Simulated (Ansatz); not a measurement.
# FGeH3: the cost of one run

All numbers below are computed with Ansatz 0.2.0 (RKS PBE/def2-SVP).

**1. Starting point**

Bond lengths: Ge1–F2 1.680 Å, Ge1–H3 1.550 Å, Ge1–H4 1.549 Å, Ge1–H5 1.549 Å. Angles: F2–Ge1–H3 109.5°, F2–Ge1–H4 109.5°, F2–Ge1–H5 109.5°, H3–Ge1–H4 109.5°, H3–Ge1–H5 109.5°, H4–Ge1–H5 109.5°.

Coordinates:

```xyz
5

Ge    0.0000    0.0000    0.0000
F     0.0000    0.0000    1.6800
H     1.4616    0.0000   -0.5162
H    -0.7300    1.2648   -0.5162
H    -0.7300   -1.2648   -0.5162
```

**2. Relaxing the start**

File input.yaml:

```yaml
crystal:
  periodic: [false, false, false]
  atoms:
    - { symbol: Ge, position_ang: [0.0, 0.0, 0.0] }
    - { symbol: F, position_ang: [0.0, 0.0, 1.68] }
    - { symbol: H, position_ang: [1.4616, 0.0, -0.5162] }
    - { symbol: H, position_ang: [-0.73, 1.2648, -0.5162] }
    - { symbol: H, position_ang: [-0.73, -1.2648, -0.5162] }
basis:
  gaussian: { orbitals: def2-SVP }
hamiltonian:
  xc: pbe
relax:
  f_tol: 0.02
  max_steps: 40
```

The run is started by

```console
$ ansatz run input.yaml --threads 1 --pin off --max-ram 2048MiB --backend cpu --events-out ev --progress --plain --runs-dir out
```

What time and memory should one allow on 1 thread of Arm Neoverse V2, shared host?

About 4.7 s, with a peak of 0.11 GiB.
